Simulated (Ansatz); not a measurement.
# Zr (Zirconium): the cost of one run

Program: Ansatz 0.2.0. Level of theory: DFT PBE, scalar-relativistic, plane waves, PAW. These are calculated values, not measurements.

1 further run of the same task is left out (set aside as unsound or not needed).

### 1 The starting structure

The structure is hexagonal, space group P6_3/mmc (No. 194). The conventional cell has a = 3.233 Å, b = 3.233 Å, c = 5.169 Å, α = 90.00°, β = 90.00°, γ = 120.00°. Around Zr (site symmetry -6m2) lie 12 Zr at 3.19 to 3.23 Å.

Structure file:

```
Zr
1.0
     3.23279    0.00000    0.00000
    -1.61639    2.79968    0.00000
     0.00000    0.00000    5.16912
Zr
2
Cartesian
  0.0000 1.8665 1.2923
  1.6164 0.9332 3.8768
```

It is the result of an earlier relaxation at this level (volume 23.39 Å³/atom; gap on the mesh: none (metal)).

### 2 Bulk reference on the slab's mesh

input.yaml

```yaml
crystal:
  lattice:
    - [3.2327898661, 0.0, 0.0]
    - [-1.616394933, 5.8786051464, 0.0]
    - [1.616394933, 1.333343122, 2.4617867206]
  atoms:
    - { symbol: Zr, position: [0.0833333333, 0.75, 0.5833333333] }
    - { symbol: Zr, position: [0.9166666667, 0.25, 0.4166666667] }
basis:
  ecutwfc: 420
kpoints:
  mp_grid: { grid: [11, 6, 14] }
hamiltonian:
  xc: pbe
scf:
  occupations: { method: gaussian, width: 0.1 }
output:
  forces: true
  stress: true
  eigenvalues: true
```

On the command line:

```sh
ansatz run input.yaml --threads 1 --pin off --max-ram 2560MiB --backend cpu --events-out ev --progress --plain --runs-dir out
```

Q: Estimate wall time and peak memory on 1 thread of Intel Xeon Platinum 8488C (Sapphire Rapids), shared host.

About 17 s, with a peak of 0.61 GiB.
